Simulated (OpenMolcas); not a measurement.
# B97-1/3-21G run of BNH3F3 (SMILES [NH3+][B-](F)(F)F), part 2 of 2

OpenMolcas 26.06. The steps go on from the part before.

**3. The distorted shape, same level**

coord.xyz

```xyz
8

N     -0.465542     0.041991     0.636338
B      0.567758     0.133091    -0.677462
F      1.557358    -0.766009    -0.387462
F     -0.215142    -0.217709    -1.743262
F      0.979858     1.437691    -0.688762
H     -1.244042     0.681691     0.512638
H      0.029958     0.288991     1.487338
H     -0.864300    -0.996100     0.739300
```

job.inp

```
* BF3H3N Kohn-Sham DFT

&GATEWAY
 BASLIB=$CurrDir
 COORD=coord.xyz
 BASIS=3-21G
 GROUP=NoSym

&SEWARD

&SCF
 KSDFT=HYB_GGA_XC_B97_1
 PRORBITALS=1 1
```

The basis set 3-21G is read from a file made from the Basis Set Exchange's data (not shown).

Started as:

```bash
$ export MOLCAS_MEM=1860
$ pymolcas job.inp > job.log
```

The program printed:

```text
--- Start Module: gateway ---

                                              &GATEWAY

                       available to each process: 1.9 GB of memory, 1 thread

 Basis Set     1 Label: N.3-21G
 Basis set is read from library:.
 basistype.tbl is not found

 Basis Set     2 Label: B.3-21G
 Basis set is read from library:.
 basistype.tbl is not found

 Basis Set     3 Label: F.3-21G
 Basis set is read from library:.
 basistype.tbl is not found

 Basis Set     4 Label: H.3-21G
 Basis set is read from library:.
 basistype.tbl is not found

++    Symmetry information:
      ---------------------

                    Character Table for C1

                             E
                    a        1  x, y, xy, Rz, z, xz, Ry, yz, Rx, I
--

++    Basis set information:
      ----------------------

      Basis set label: N.3-21G.........

      Electronic valence basis set:
      ------------------
      Associated Effective Charge   7.000000 au
      Associated Actual Charge      7.000000 au
      Nuclear Model: Point charge

      Shell  nPrim  nBasis  Cartesian Spherical Contaminant
         s       6       3        X
         p       3       2        X

      Basis set label: B.3-21G.........

      Electronic valence basis set:
      ------------------
      Associated Effective Charge   5.000000 au
      Associated Actual Charge      5.000000 au
      Nuclear Model: Point charge

      Shell  nPrim  nBasis  Cartesian Spherical Contaminant
         s       6       3        X
         p       3       2        X

      Basis set label: F.3-21G.........

      Electronic valence basis set:
      ------------------
      Associated Effective Charge   9.000000 au
      Associated Actual Charge      9.000000 au
      Nuclear Model: Point charge

      Shell  nPrim  nBasis  Cartesian Spherical Contaminant
         s       6       3        X
         p       3       2        X

      Basis set label: H.3-21G.........

      Electronic valence basis set:
      ------------------
      Associated Effective Charge   1.000000 au
      Associated Actual Charge      1.000000 au
      Nuclear Model: Point charge

      Shell  nPrim  nBasis  Cartesian Spherical Contaminant
         s       3       2        X
--

++    Molecular structure info:
      -------------------------

                    ************************************************
                    **** Cartesian Coordinates / bohr, angstrom ****
                    ************************************************

     Center  Label                x              y              z                     x              y              z
        1      N1              -0.879747       0.079351       1.202505             -0.465542       0.041991       0.636338
        2      B2               1.072907       0.251506      -1.280218              0.567758       0.133091      -0.677462
        3      F3               2.942980      -1.447547      -0.732197              1.557358      -0.766009      -0.387462
        4      F4              -0.406559      -0.411410      -3.294288             -0.215142      -0.217709      -1.743262
        5      F5               1.851663       2.716842      -1.301572              0.979858       1.437691      -0.688762
        6      H6              -2.350899       1.288209       0.968745             -1.244042       0.681691       0.512638
        7      H7               0.056612       0.546114       2.810661              0.029958       0.288991       1.487338
        8      H8              -1.633290      -1.882356       1.397075             -0.864300      -0.996100       0.739300

                    ***************************************
                    *    InterNuclear Distances / bohr    *
                    ***************************************

               1 N1            2 B2            3 F3            4 F4            5 F5            6 H6
    1 N1       0.000000
    2 B2       3.163290        0.000000
    3 F3       4.548377        2.585397        0.000000
    4 F4       4.548175        2.585490        4.342500        0.000000
    5 F5       4.548336        2.585498        4.342499        4.342402        0.000000
    6 H6       1.918402        4.225522        6.196993        4.984237        4.985665        0.000000
    7 H7       1.918542        4.225511        4.985745        6.196917        4.984449        3.120812
    8 H8       2.110446        4.364031        5.066074        5.067290        6.370260        3.278859

               7 H7            8 H8
    7 H7       0.000000
    8 H8       3.278943        0.000000

                    *******************************************
                    *    InterNuclear Distances / angstrom    *
                    *******************************************

               1 N1            2 B2            3 F3            4 F4            5 F5            6 H6
    1 N1       0.000000
    2 B2       1.673941        0.000000
    3 F3       2.406897        1.368133        0.000000
    4 F4       2.406790        1.368182        2.297952        0.000000
    5 F5       2.406875        1.368187        2.297952        2.297900        0.000000
    6 H6       1.015175        2.236050        3.279307        2.637544        2.638300        0.000000
    7 H7       1.015249        2.236044        2.638342        3.279267        2.637657        1.651463
    8 H8       1.116800        2.309346        2.680851        2.681494        3.370997        1.735097

               7 H7            8 H8
    7 H7       0.000000
    8 H8       1.735142        0.000000

                    **************************************
                    *    Valence Bond Angles / degree    *
                    **************************************
                          Atom centers                 Phi
                      6 H6       1 N1       7 H7       108.85
                      6 H6       1 N1       8 H8       108.85
                      7 H7       1 N1       8 H8       108.85
                      3 F3       2 B2       4 F4       114.24
                      3 F3       2 B2       5 F5       114.24
                      4 F4       2 B2       5 F5       114.23
--

            Nuclear Potential Energy            190.94119466 au

--- Stop Module: gateway /rc=_RC_ALL_IS_WELL_ ---

--- Start Module: seward ---

                                              &SEWARD

                       available to each process: 1.9 GB of memory, 1 thread

               SEWARD will generate:
                  Multipole Moment integrals up to order  2
                  Kinetic Energy integrals
                  Nuclear Attraction integrals (point charge)
                  One-Electron Hamiltonian integrals
                  Velocity integrals
                  Orbital angular momentum around (  0.9279   0.2367  -1.0968 )
                  Velocity quadrupole around (  0.9279   0.2367  -1.0968 )
                  Two-Electron Repulsion integrals

                   Integrals are discarded if absolute value <: 1.00E-14
                   Integral cutoff threshold is set to       <: 1.00E-16

            Nuclear Potential Energy            190.94119466 au

      Basis set specifications :
      Symmetry species         a
      Basis functions           51

--- Stop Module: seward /rc=_RC_ALL_IS_WELL_ ---

--- Start Module: scf ---

                                                &SCF

                       available to each process: 1.9 GB of memory, 1 thread

 ###############################################################################
 ###     Minimized-density-differences option turned off!                    ###
 ###############################################################################
++    Input section:
      --------------

      Header of the integral files:

      Cartesian coordinates in angstrom:
      -----------------------------------------------------
      No.  Label        X            Y            Z
      -----------------------------------------------------
       1   N1        -0.46554200   0.04199100   0.63633800
       2   B2         0.56775800   0.13309100  -0.67746200
       3   F3         1.55735800  -0.76600900  -0.38746200
       4   F4        -0.21514200  -0.21770900  -1.74326200
       5   F5         0.97985800   1.43769100  -0.68876200
       6   H6        -1.24404200   0.68169100   0.51263800
       7   H7         0.02995800   0.28899100   1.48733800
       8   H8        -0.86430000  -0.99610000   0.73930000
      -----------------------------------------------------
      Nuclear repulsion energy =  190.94119466
--

++    Orbital specifications:
      -----------------------

      Symmetry species               1
                                     a
      Frozen orbitals                0
      Occupied orbitals             21
      Secondary orbitals            30
      Deleted orbitals               0
      Total number of orbitals      51
      Number of basis functions     51
--

      Molecular charge                           0.000

      Numerical integration parameters
      --------------------------------
      Radial quadrature type:                         MHL
      Size of radial grid:                            75
      Lebedev angular grid:                           29
      Angular grid pruned with the crowding factor:  3.00E+00
                                 and fading factor:  6.00E+00
      Screening threshold for integral computation:   1.00E-11
      Radial quadrature accuracy:                     1.00E-25
      Maximum batch size:                             128
      AO values are stored on disk
      The same grid will be used for all iterations.

      DFT functional specifications
      -----------------------------
      Using Libxc version: 6.2.2
      Please cite the following reference:
      S. Lehtola, C. Steigemann, M. J.T. Oliveira, and M. A.L. Marques.,  SoftwareX 7, 1–5 (2018) doi:10.1016/j.softx.2017.11.002

      * Becke 97-1

++    Optimization specifications:
      ----------------------------

      SCF Algorithm: Conventional
      D(i)-D(i-1) density differences are used
      Number of density matrices in core                 5
      Maximum number of NDDO SCF iterations            400
      Maximum number of HF SCF iterations              400
      Threshold for SCF energy change             1.00E-09
      Threshold for density matrix                1.00E-04
      Threshold for Fock matrix                   1.50E-04
      Threshold for linear dependence             1.00E-09
      Threshold at which DIIS is turned on        1.50E-01
      Maximum depth in the DIIS procedure                5
      Maximum depth in the BFGS Hessian update          30
      Threshold at which QNR/C2DIIS is turned on  7.50E-02
      Threshold for Norm(delta) (QNR/C2DIIS)      1.00E-03
      All orbitals punched on: SCFORB
--

      Input vectors read from INPORB
      Orbital file label: *Guess orbitals

++ Convergence information
                                   [...]      iterations: Energy and convergence statistics

Iter     Tot. [...]      One-elec.       Two-elec.     Energy      Max Dij or  Max Fij      DNorm      TNorm      AccCon     Time
         Energy          Energy          Energy        Change      Delta Norm                                                in Sec.
   1  -378.475744411  -942.463143902   373.046204830   0.00E+00    4.21E-01*   3.22E-01*    7.66E+00   1.35E+02   None         0.
   2  -378.643283380  -937.867091148   368.282613106  -1.68E-01*   1.78E-01*   1.25E-01*    3.52E+00   1.35E+02   EDIIS        0.
   3  -378.909456385  -942.898412689   373.047761642  -2.66E-01*   8.83E-02*   6.12E-02*    9.35E-01   1.35E+02   EDIIS        0.
   4  -378.958987253  -940.460193647   370.560011733  -4.95E-02*   1.54E-02*   2.12E-02*    5.63E-01   1.35E+02   c2DIIS       0.
   5  -378.985196748  -941.054232775   371.127841366  -2.62E-02*   2.46E-02*   8.16E-03*    8.30E-02   1.35E+02   QNRc2DIIS    0.
   6  -378.984928730  -941.503133633   371.577010242   2.68E-04*   1.38E-02*   1.04E-02*    8.75E-02   1.35E+02   QNRc2DIIS    0.
   7  -378.985684624  -941.257440584   371.330561298  -7.56E-04*   6.70E-04    4.18E-04*    4.89E-02   1.35E+02   QNRc2DIIS    0.
   8  -378.985686157  -941.249334228   371.322453409  -1.53E-06*   1.19E-04    9.19E-05     2.79E-03   1.35E+02   QNRc2DIIS    0.
   9  -378.985686213  -941.252680012   371.325799137  -5.58E-08*   2.22E-05    9.60E-06     6.03E-04   1.35E+02   QNRc2DIIS    0.
  10  -378.985686214  -941.252220104   371.325339228  -1.24E-09*   3.10E-06    9.87E-07     1.17E-04   1.35E+02   QNRc2DIIS    0.
  11  -378.985686214  -941.252217558   371.325336682  -9.44E-12    1.33E-06    7.57E-07     1.84E-05   1.35E+02   QNRc2DIIS    0.

       Convergence after  11 Iterations
--

 *****************************************************************************************************************************
 *                                             SCF/KS-DFT Program, Final results                                             *
 *                                                       Final Results                                                       *
 *****************************************************************************************************************************

::    Total KS-DFT energy                            -378.9856862141
      One-electron energy                            -941.2522175575
      Two-electron energy                             371.3253366818
      Nuclear repulsion energy                        190.9411946616
      Kinetic energy (interpolated)                   375.7528574753
      Virial theorem                                    1.0086036039
      Total spin, S(S+1)                                0.0000000000
      Total spin, S                                     0.0000000000
      Max non-diagonal density matrix element           0.0000012018
      Max non-diagonal Fock matrix element              0.0000003915

      All orbitals with orbital energies smaller than  E(LUMO)+0.5 are printed

++    Molecular orbitals:
      -------------------

      Title: RKS-DFT orbitals

      Molecular orbitals for symmetry species 1: a

          Orbital            1         2         3         4         5         6         7         8         9        10
          Energy          -24.5139  -24.5126  -24.5121  -14.3705   -6.8057   -1.1730   -1.1259   -1.1252   -0.9678   -0.5771
          Occ. No.          2.0000    2.0000    2.0000    2.0000    2.0000    2.0000    2.0000    2.0000    2.0000    2.0000

          Orbital           11        12        13        14        15        16        17        18        19        20
          Energy           -0.5588   -0.5370   -0.4735   -0.4467   -0.4463   -0.3544   -0.3542   -0.3377   -0.3344   -0.3341
          Occ. No.          2.0000    2.0000    2.0000    2.0000    2.0000    2.0000    2.0000    2.0000    2.0000    2.0000

          Orbital           21        22        23        24        25        26        27        28        29
          Energy           -0.3134    0.0334    0.0989    0.1245    0.2721    0.3049    0.3060    0.3068    0.5165
          Occ. No.          2.0000    0.0000    0.0000    0.0000    0.0000    0.0000    0.0000    0.0000    0.0000

--

++    Molecular charges:
      ------------------

      Mulliken charges per centre and basis function type
      ---------------------------------------------------

                N1      B2      F3      F4      F5      H6      H7      H8
      1s       3.7253  2.4886  3.9499  3.9499  3.9501  0.6371  0.6371  0.6517
      2px      1.3791  0.5680  1.7574  1.8030  1.8552  0.0000  0.0000  0.0000
      2pz      1.4526  0.5701  1.8661  1.7373  1.8755  0.0000  0.0000  0.0000
      2py      1.2675  0.5648  1.7795  1.8627  1.6713  0.0000  0.0000  0.0000
      Total    7.8245  4.1915  9.3530  9.3530  9.3521  0.6371  0.6371  0.6517

      N-E     -0.8245  0.8085 -0.3530 -0.3530 -0.3521  0.3629  0.3629  0.3483

      Total electronic charge=   42.000000

      Total            charge=   -0.000000
--

++    Molecular properties:
      ---------------------

      Charge (e):
                      =   -0.0000
      Dipole Moment (debye):
      Origin of the operator (angstrom)=    0.4910    0.1253   -0.5804
                   X= -4.1200E+00               Y= -4.3510E-01               Z=  5.2107E+00           Total=  6.6570E+00
      Quadrupole Moment (debye*angstrom):
      Origin of the operator (angstrom)=    0.4910    0.1253   -0.5804
                  XX= -2.3920E+01              XY=  5.8188E-01              XZ= -5.6159E+00              YY= -2.8033E+01
                  YZ= -6.1414E-01              ZZ= -2.1303E+01
      In traceless form (debye*angstrom)
                  XX=  7.4754E-01              XY=  8.7282E-01              XZ= -8.4239E+00              YY= -5.4212E+00
                  YZ= -9.2121E-01              ZZ=  4.6737E+00
--

--- Stop Module: scf /rc=_RC_ALL_IS_WELL_ ---
--- Module scf spent 2 seconds ---

.##################.
.# Happy landing! #.
.##################.

    Timing: Wall=3.54 User=2.87 System=0.67
```

Run time: 3.9 s. Hardware: 1 thread of Intel Xeon Platinum 8375C at 2.90GHz (Ice Lake), shared host; peak memory 0.38 GiB.

**4. Summary of results**

This closing draws on all 2 parts.

Level: B97-1/3-21G.

| quantity | value |
| --- | --- |
| first shape: total energy | -378.99040 Eh |
| first shape: dipole moment | 6.63 D |
| first shape: HOMO energy | -8.55 eV |
| first shape: LUMO energy | 1.44 eV |
| first shape: HOMO–LUMO gap | 9.98 eV |
| distorted shape: total energy | -378.98569 Eh |
| distorted shape: dipole moment | 6.66 D |
| distorted shape: HOMO energy | -8.53 eV |
| distorted shape: LUMO energy | 0.91 eV |
| distorted shape: HOMO–LUMO gap | 9.44 eV |
| energy change with the N1–H8 bond stretched from 1.015 to 1.117 Å | 0.128 eV |

In words: With the N1–H8 bond stretched from 1.015 to 1.117 Å the energy rises by 0.13 eV (12.4 kJ/mol). The first shape isn't relaxed at this level, so the change isn't measured from a minimum. Mulliken charges (distorted shape) run from -0.82 on N1 to +0.81 on B2.
